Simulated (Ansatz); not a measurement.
# CH₃Cl₂Si radical: how energies converge with the basis set

Aim: see how fast density functionals converge with the basis set for CH₃Cl₂Si radical.

Method: one geometry, several basis sets; program: Ansatz 0.2.0, Gaussian basis.

Plan: PBE0-D4/def2-SVP; ωB97M-V/def2-SVP; PBE0-D4/def2-QZVPP; ωB97M-V/def2-QZVPP; the functionals' def2-TZVPP values are taken from earlier runs.

### Step 1. The relaxed structure

An earlier PBE0-D4 in a triple-zeta def2 set relaxation fixed the geometry.

SMILES `C[Si](Cl)Cl`, 7 atoms, charge 0, spin multiplicity 2.

Atoms are counted from 1 here; the program's logs count them from 0.

Bond lengths: C1–Si2 1.863 Å, C1–H5 1.091 Å, C1–H6 1.091 Å, C1–H7 1.093 Å, Si2–Cl3 2.058 Å, Si2–Cl4 2.058 Å. Angles: Si2–C1–H5 110.1°, Si2–C1–H6 110.1°, Si2–C1–H7 109.2°, H5–C1–H6 109.3°, H5–C1–H7 109.1°, H6–C1–H7 109.1°, C1–Si2–Cl3 109.2°, C1–Si2–Cl4 109.2°, Cl3–Si2–Cl4 108.8°.

### Step 2. PBE0-D4 in def2-SVP

File in.yaml:

```yaml
crystal:
  periodic: [false, false, false]
  atoms:
    - {symbol: C, position_ang: [-0.163372, 0.843809, -0.138450]}
    - {symbol: Si, position_ang: [-0.292520, -0.903373, 0.496421]}
    - {symbol: Cl, position_ang: [1.440165, -1.390186, 1.494117]}
    - {symbol: Cl, position_ang: [-0.522166, -2.186101, -1.096203]}
    - {symbol: H, position_ang: [-1.070250, 1.112335, -0.683065]}
    - {symbol: H, position_ang: [-0.024705, 1.535659, 0.694151]}
    - {symbol: H, position_ang: [0.694046, 0.919658, -0.812770]}
basis:
  gaussian: {orbitals: def2-SVP}
magnetization: {spin_polarized: true, initial_magnetization: 1}
hamiltonian: {xc: pbe0, dispersion: d4}
output: {orbitals: {seedname: orbitals}}
```

Started as:

```bash
$ ansatz run in.yaml --threads 4 --pin off --events-out ev --progress --plain --max-ram 10444MiB
```

Further steps of the session: ωB97M-V in def2-SVP; PBE0-D4 in def2-QZVPP; ωB97M-V in def2-QZVPP.

Before running them: what should the planned runs give, taken together? Wanted: PBE0-D4: double and triple zeta above quadruple; ωB97M-V: double and triple zeta above quadruple.

As calculated:

| quantity | value |
| --- | --- |
| PBE0-D4: double and triple zeta above quadruple | 13.82, 1.07 eV |
| ωB97M-V: double and triple zeta above quadruple | 13.75, 1.02 eV |

In words: PBE0-D4 gains 12.75 eV from double to triple zeta, then 1.07 eV more. These are total energies; as a rule much of such shifts cancels in differences, which this series doesn't test.
